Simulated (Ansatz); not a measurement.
# GeN2H (doublet): from Hartree-Fock to the top rungs, cc-pVDZ

One table from this session's results is given with a row withheld; the runs are named, their logs left out.

Program: Ansatz 0.2.0, Gaussian basis. Level of theory: cc-pVDZ, core rule «outside noble gas», up to 16 orbitals frozen. These are calculated values, not measurements.

Plan: UHF; CCSD(T) on ROHF; CCSD(T) on UHF; BCCD(T) on ROHF; CISD; CCSDT(Q) on ROHF; CCSDT(Q) on UHF.

36 further runs of the same task are left out: 5 for a known fault of the program, 14 that didn't finish, 17 set aside as unsound or not needed.

### The geometry

The geometry is a PBE0/def2-TZVP stationary point (not a proven minimum) of the parent state, kept for this charge and spin. No spin-orbit coupling is included. The filled d shell of Ge may be among the frozen orbitals whatever the setting's name suggests; the logs give the count.

4 atoms, charge 0, spin multiplicity 2.

Atoms are counted from 1 here; the program's logs count them from 0.

Bond lengths: Ge1–N2 1.956 Å, N2–N3 1.244 Å, N2–H4 1.030 Å. Angles: Ge1–N2–N3 132.1°, Ge1–N2–H4 113.3°, N3–N2–H4 114.6°.

Set-up of the first run:

in.yaml reads:

```yaml
crystal:
  periodic: [false, false, false]
  atoms:
    - {symbol: Ge, position_ang: [0.000000, -0.021938, 0.687166]}
    - {symbol: N, position_ang: [0.000000, 0.374628, -1.228580]}
    - {symbol: N, position_ang: [0.000000, -0.360400, -2.231759]}
    - {symbol: H, position_ang: [0.000000, 1.383317, -1.436414]}
basis:
  gaussian: {orbitals: cc-pVDZ}
magnetization: {spin_polarized: true, initial_magnetization: 1}
hamiltonian: {xc: hf}
output: {orbitals: {seedname: orbitals}}
```

Command:

```bash
$ ansatz run in.yaml --threads 1 --pin off --events-out ev --progress --plain --max-ram 2393MiB
```

Steps of the session up to this table: UHF; CCSD(T) on ROHF; CCSD(T) on UHF; BCCD(T) on ROHF; CISD; CCSDT(Q) on ROHF; CCSDT(Q) on UHF.

One of the session's tables, all rows but one given; the rest of the session is left out.

| method | from RCCSDT(Q) (meV) |
| --- | --- |
| UHF | +10013.0 |
| RMP2 | +1279.7 |
| UMP2 | +950.0 |
| RCCSD | ? |
| UCCSD | -29.2 |
| RCCSD(T) | -126.5 |
| UCCSD(T) | -418.4 |
| BCCD(T) | -107.7 |
| RCCSDT | +109.0 |
| UCCSDT | -570.1 |
| RCCSDT(Q) | 0 |
| UCCSDT(Q) | -696.2 |

Q: Estimate the row for RCCSD from the others.

As computed: from RCCSDT(Q) (meV): +364.2. In the column «from RCCSDT(Q) (meV)» it lies between RCCSDT (+109.0) and UMP2 (+950.0).

Not comparable, so not listed: CISD (they don't share determinant, frozen orbitals or solution with the rows shown, or repeat one).

Limits of these values: The determinant is far from a pure spin state, so its energy mixes those of several spin states (harmless only where they are near-degenerate, as at dissociation). Left out of the table: ROHF (another determinant or state than the rows shown). The program flags UCCSD(T), RCCSDT(Q), UCCSDT(Q) as in doubt, so the zero of the table is itself unsure. Warnings: spin contamination; coupled cluster took another determinant than the lowest; large T1 diagnostic. Restricted and unrestricted rows rest on different reference determinants; where their highest levels disagree by more than a few hundredths of an eV, they describe different states and don't form one ladder.
